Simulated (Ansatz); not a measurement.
**C₂H₈BN: how energies converge with the basis set**

The task here is to estimate one member of a computed series from the others.

The runs use Ansatz 0.2.0, Gaussian basis; one geometry, several basis sets.

The runs, in order: PBE0-D4/def2-SVP; ωB97M-V/def2-SVP; PBE0-D4/def2-QZVPP; ωB97M-V/def2-QZVPP; the functionals' def2-TZVPP values are taken from earlier runs.

## The geometry

The geometry comes from an earlier relaxation with PBE0-D4 in a triple-zeta def2 set; it is a stationary point, not always the lowest conformer.

SMILES `CBCN`, 12 atoms, charge 0, spin multiplicity 1.

Atoms are counted from 1 here; the program's logs count them from 0.

Bond lengths: C1–B2 1.557 Å, C1–H5 1.092 Å, C1–H6 1.100 Å, C1–H7 1.094 Å, B2–C3 1.555 Å, B2–H8 1.205 Å, C3–N4 1.451 Å, C3–H9 1.114 Å, C3–H10 1.099 Å, N4–H11 1.011 Å, N4–H12 1.011 Å. Angles: B2–C1–H5 115.2°, B2–C1–H6 107.2°, B2–C1–H7 112.2°, H5–C1–H6 107.6°, H5–C1–H7 109.3°, H6–C1–H7 104.8°, C1–B2–C3 121.9°, C1–B2–H8 118.9°, C3–B2–H8 119.2°, B2–C3–N4 116.5°, B2–C3–H9 102.1°, B2–C3–H10 109.3°, N4–C3–H9 114.4°, N4–C3–H10 109.9°, H9–C3–H10 103.5°, C3–N4–H11 112.2°, C3–N4–H12 110.9°, H11–N4–H12 107.8°.

Set-up of the first run:

The input, in.yaml:

```yaml
crystal:
  periodic: [false, false, false]
  atoms:
    - {symbol: C, position_ang: [-1.132781, 1.453492, -0.321350]}
    - {symbol: B, position_ang: [-0.651712, 0.030338, 0.088705]}
    - {symbol: C, position_ang: [0.847147, -0.379471, 0.026255]}
    - {symbol: N, position_ang: [1.211386, -1.610585, 0.702887]}
    - {symbol: H, position_ang: [-0.364425, 2.095575, -0.758279]}
    - {symbol: H, position_ang: [-1.500162, 1.947422, 0.589784]}
    - {symbol: H, position_ang: [-1.999187, 1.420081, -0.989233]}
    - {symbol: H, position_ang: [-1.469699, -0.783863, 0.434850]}
    - {symbol: H, position_ang: [1.044086, -0.380961, -1.070397]}
    - {symbol: H, position_ang: [1.466257, 0.448726, 0.397525]}
    - {symbol: H, position_ang: [2.106180, -1.965799, 0.393862]}
    - {symbol: H, position_ang: [0.520011, -2.329955, 0.539391]}
basis:
  gaussian: {orbitals: def2-SVP}
hamiltonian: {xc: pbe0, dispersion: d4}
output: {orbitals: {seedname: orbitals}}
```

The run is started by

```console
$ ansatz run in.yaml --threads 2 --pin off --events-out ev --progress --plain --max-ram 4352MiB
```

Steps of the session up to this table: PBE0-D4 in def2-SVP; ωB97M-V in def2-SVP; PBE0-D4 in def2-QZVPP; ωB97M-V in def2-QZVPP.

One table of the session follows, with a row left open; its other results are not shown here.

It belongs to the step «Functionals by basis». 

| functional | basis | HOMO (eV) |
| --- | --- | --- |
| PBE0-D4 | def2-SVP | -6.36 |
| PBE0-D4 | def2-TZVPP | -6.70 |
| PBE0-D4 | def2-QZVPP | -6.76 |
| ωB97M-V | def2-SVP | ? |
| ωB97M-V | def2-TZVPP | -9.12 |
| ωB97M-V | def2-QZVPP | -9.17 |

Estimate the missing values for ωB97M-V, def2-SVP.

As computed: HOMO (eV): -8.78. In the column «HOMO (eV)» it lies between ωB97M-V, def2-TZVPP (-9.12) and PBE0-D4, def2-QZVPP (-6.76).
